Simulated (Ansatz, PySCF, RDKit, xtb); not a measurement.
# GaBGeH+: from the formula to a structure

Given the formula GaBGeH+ (charge +1) and nothing else, which arrangement of the atoms is the most stable in the gas at 298.15 K, and what are its properties?

Plan: many cheap relaxations first (GFN2-xTB), then density-functional screening, relaxation at r2SCAN-D4/def2-TZVP, vibrations and a final energy. The numbers are computed, not measured.

7 further runs of the same task are left out: 7 set aside as unsound or not needed.

## 1. Possible bonding patterns

All bonding patterns within simple valence rules are listed by program: one Lewis structure each, at most two rings and one unusual centre or charged pair. O–O, O–halogen and N–halogen bonds and N–N–N chains are not drawn. That gives 13 candidates.

| label | SMILES | spin |
| --- | --- | --- |
| c042 | [BH]1[Ga+][Ge]1 | triplet |
| c380 | [B]1=[GeH][Ga+]1 | singlet |
| c420 | [Ga][B]=[GeH+] | singlet |
| c463 | [BH]=[Ge+][Ga] | singlet |
| c536 | [B+]=[GeH][Ga] | triplet |
| c567 | [B+]=[GeH][Ga] | singlet |
| c792 | [Ga][B]=[GeH+] | triplet |
| c893 | [BH]=[Ge+][Ga] | triplet |
| c908 | [B]1=[Ge+][GaH]1 | singlet |
| c927 | [GaH+][B]=[Ge] | singlet |
| c933 | [BH]1[Ga+][Ge]1 | singlet |
| c966 | [B]#[Ge][GaH+] | singlet |
| c986 | [GaH+][B]=[Ge] | triplet |

Candidates are built by distance geometry, with a force field where one applies, in up to four conformers (letters a to d). 6 starts with atoms placed at random are added, to find patterns that the rules miss.

Q: Predict the outcome of this search (final energies at CCSD(T)/def2-TZVPP).

| quantity | value |
| --- | --- |
| lowest structure found | [BH]=[Ge+][Ga], triplet, C∞v |
| next finalist | [BH][Ge].[Ga] ‡, singlet, 9.7 kcal/mol higher in G |
| share at equilibrium, among the finalists | 100.0 % |
| harmonic wavenumbers, lowest and highest (r2SCAN-D4/def2-TZVP) | 21 and 2774 cm⁻¹ |
| rotational constants, same geometry | 0.03929 cm⁻¹ |
| HOMO energy (highest over α and β) (PBE0/def2-TZVPD) | -11.22 eV |
| LUMO energy (lowest over α and β) (PBE0/def2-TZVPD) | -8.06 eV |
| lowest excitation (TD-CAM-B3LYP/def2-SVPD) | 2.41 eV (f = 0.000) |
| vertical ionisation energy (to the doublet ion of charge +2) | 13.23 eV |
| vertical recombination energy (electron added) | 6.41 eV |
| vertical singlet less triplet | +0.92 eV |

The search ends on `[BH]=[Ge+][Ga]`. The margin of 9.7 kcal/mol over the next finalist is beyond the usual error of the last level; it says nothing of structures that weren't ranked. r2SCAN-D4/def2-TZVP, HF/def2-TZVPP and MP2/def2-TZVPP already put its bonding pattern lowest among the structures in one piece. 2 minima inside the window were never screened. The stability test raises a flag; for an open shell a flag towards a general spinor solution can be the free rotation of the spin. The search is not exhaustive (a finite list of starts, one conformer a finalist), so a lower isomer can't be ruled out.

‡ marks the bonded skeleton alone, with all bonds drawn single: no Lewis structure was assigned that passes a check against the bond lengths.
